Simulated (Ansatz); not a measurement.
# Ga3BAs4: the cost of one run

Computed with Ansatz 0.2.0 (DFT PBE, scalar-relativistic, plane waves, PAW, unless a step's input says otherwise).

## (1) The system as given

It takes space group I-42m (No. 121, tetragonal). The conventional cell has a = 5.517 Å, b = 5.517 Å, c = 10.951 Å, α = 90.00°, β = 90.00°, γ = 90.00°. Ga (site symmetry -42m) has 4 As at 2.52 Å in its first shell of neighbours. Ga (site symmetry -4) is surrounded by 4 As at 2.46 Å. B (site symmetry -42m) has 4 As at 2.13 Å in its first shell of neighbours. Around As (site symmetry m) lie 1 B at 2.13 Å and 3 Ga at 2.46 to 2.52 Å.

As a file:

```cif
data_structure
_symmetry_space_group_name_H-M 'P 1'
_symmetry_Int_Tables_number 1
_cell_length_a 6.7233
_cell_length_b 6.7233
_cell_length_c 6.7233
_cell_angle_alpha 131.550
_cell_angle_beta 131.550
_cell_angle_gamma 70.941
_cell_volume 166.69
loop_
_atom_site_label
_atom_site_type_symbol
_atom_site_fract_x
_atom_site_fract_y
_atom_site_fract_z
_atom_site_occupancy
Ga1 Ga 0.00000 0.00000 0.00000 1
Ga2 Ga 0.25000 0.75000 0.50000 1
Ga3 Ga 0.75000 0.25000 0.50000 1
B1 B 0.50000 0.50000 0.00000 1
As1 As 0.60567 0.60567 0.44070 1
As2 As 0.16497 0.16497 0.55930 1
As3 As 0.83503 0.39433 0.00000 1
As4 As 0.39433 0.83503 0.00000 1
```

The start is the relaxed end of an invented cell (made as: elements ordered on the sites of the GaAs type, B/Ga on Ga (I-42m, No. 121)), taken up again for a closer look.

## (2) Probe: one point on a coarse mesh

Contents of input.yaml:

```yaml
crystal:
  lattice:
    - [-2.7587038, 2.7587038, 5.4755627]
    - [2.7587038, -2.7587038, 5.4755627]
    - [2.7587038, 2.7587038, -5.4755627]
  atoms:
    - { symbol: Ga, position: [0.0, 0.0, 0.0] }
    - { symbol: Ga, position: [0.25, 0.75, 0.5] }
    - { symbol: Ga, position: [0.75, 0.25, 0.5] }
    - { symbol: B, position: [0.5, 0.5, 0.0] }
    - { symbol: As, position: [0.605669, 0.605669, 0.440704] }
    - { symbol: As, position: [0.164965, 0.164965, 0.559296] }
    - { symbol: As, position: [0.835035, 0.394331, 0.0] }
    - { symbol: As, position: [0.394331, 0.835035, 0.0] }
basis:
  ecutwfc: 420
kpoints:
  mp_grid: { grid: [4, 4, 4] }
hamiltonian:
  xc: pbe
scf:
  occupations: { method: gaussian, width: 0.1 }
  lower_state_search: "off"
output:
  forces: true
  stress: true
  eigenvalues: true
```

Command:

```
$ ansatz run input.yaml --threads 4 --pin off --max-ram 8192MiB --backend cpu --events-out ev --progress --plain --runs-dir out
```

**Question.** How long does this run take on 4 threads of Arm Neoverse V2, shared host, and how much memory does it need?

About 3.3 s, with a peak of 0.57 GiB.
